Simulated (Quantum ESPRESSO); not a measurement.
**Ti3P2 in Quantum ESPRESSO: the effect of dispersion**

Crystal: Ti3P2.

```
CELL_PARAMETERS angstrom
4.49843 0.00000 0.00000
0.00000 4.49843 0.00000
0.00000 0.00000 4.49843
ATOMIC_POSITIONS crystal
Ti 0.00000 0.50000 0.50000
Ti 0.50000 0.00000 0.50000
Ti 0.50000 0.50000 0.00000
P 0.00000 0.00000 0.00000
P 0.50000 0.50000 0.50000
```

The cell was built by a generator and needn't be a form met in nature.

Alike in all runs:

| Item | Value |
| --- | --- |
| Program | Quantum ESPRESSO 7.5 |
| Task | phonons |
| Potentials or basis | GBRV 1.5 PBE |
| Cutoff | 612 eV |
| Density cutoff | 4898 eV |
| k mesh | 5 × 5 × 5 |
| Occupations | cold, width 0.2 eV |
| Spin | no spin polarisation |

Each run relaxes the cell or the atoms first.

```tsv
dispersion	functional	relaxed volume (Å³/atom)	highest phonon frequency (cm⁻¹)
none	PBE	18.19	601
D2	PBE	18.12	607
D3(BJ) two-body	PBE	?	?
rVV10	rPW86PBE	18.52	592
```

Q: What does the run with dispersion D3(BJ) two-body give?

A: Relaxed volume 17.39 Å³/atom; highest phonon frequency 639 cm⁻¹.

Caveats: the mesh is thin for the phonons of a metal; some modes are imaginary; pairwise dispersion overbinds metals, which lowers pressure and volume (some runs); the potentials were made for another functional, which shifts forces and pressure (some runs); before the sum rule the acoustic modes lie tens of cm⁻¹ from zero, a sign that the density grid also shifts the optical modes (some runs).
